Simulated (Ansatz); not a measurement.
# KCdCO3F: the cell at several levels of theory

How does the equilibrium cell of the published phase of KCdCO3F (P-6m2) depend on the functional? It is relaxed with PBE and r2SCAN.

The runs shown are made with Ansatz 0.2.0. PAW datasets, plane waves, zero pressure. Spin-unpolarised throughout; all numbers are computed.

## Step 1: Starting point

The symmetry is P-6m2 (No. 187, hexagonal); conventional cell a = 5.132 Å, c = 4.432 Å, 14.44 Å³ an atom. Near K stand 6 O at 2.80 Å and 3 F at 2.96 Å; near Cd stand 2 F at 2.22 Å; near C stand 3 O at 1.25 Å; near O stand 1 C at 1.25 Å; near F stand 2 Cd at 2.22 Å and 3 K at 2.96 Å.

Coordinates:

```
K Cd C O F
1.0
     5.13240    0.00000    0.00000
    -2.56620    4.44479    0.00000
     0.00000    0.00000    4.43240
K Cd C O F
1 1 1 3 1
Cartesian
  0.0000 0.0000 0.0000
  2.5662 1.4816 2.2162
  0.0000 2.9632 2.2162
  0.0000 1.7112 2.2162
  -1.0842 3.5892 2.2162
  1.0842 3.5892 2.2162
  2.5662 1.4816 0.0000
```

## Step 2: Relaxation with PBE

input.yaml reads:

```yaml
crystal:
  lattice:
    - [5.1324, 0.0, 0.0]
    - [-2.5662, 4.4447887824, 0.0]
    - [0.0, 0.0, 4.4324]
  atoms:
    - { symbol: K, position: [0.0, 0.0, 0.0] }
    - { symbol: Cd, position: [0.6666666667, 0.3333333333, 0.5] }
    - { symbol: C, position: [0.3333333333, 0.6666666667, 0.5] }
    - { symbol: O, position: [0.1925, 0.385, 0.5] }
    - { symbol: O, position: [0.1925, 0.8075, 0.5] }
    - { symbol: O, position: [0.615, 0.8075, 0.5] }
    - { symbol: F, position: [0.6666666667, 0.3333333333, 0.0] }
kpoints:
  mp_grid: { grid: [6, 6, 6] }
hamiltonian:
  xc: pbe
scf:
  occupations: { method: fermi_dirac, width: 0.02 }
relax:
  f_tol: 0.005
  cell: {}
```

Launch:

```console
$ ansatz run input.yaml --threads 2 --pin off --max-ram 29491MiB --backend cpu --events-out ev --progress --plain --runs-dir out
```

Further steps of the session: r2SCAN: cell and atoms.

What does the calculation give? Wanted: for each run, a; c; volume; space group; SCF geometries; from measured.

**Answer**, as computed:

| level | a (Å) | c (Å) | volume (Å³/atom) | space group | SCF geometries | from measured (%) |
| --- | --- | --- | --- | --- | --- | --- |
| PBE | 5.133 | 4.489 | 14.629 | P-6m2 | 9 | +1.3 |
| r2SCAN | 5.042 | 4.424 | 13.914 | P-6m2 | 6 | -3.7 |

What this shows: From the start to the first minimum the volume moved by +1.3 %. The volume runs from r2SCAN (least) to PBE (most), a spread of 5.1 %, or 1.7 % in length if all axes shared it alike. The measured volume is 14.44 Å³/atom at 293 K (Crystallography Open Database); PBE comes nearest (+1.3 %). The calculation is for a static lattice, without the thermal expansion and zero-point motion that a measured cell holds.
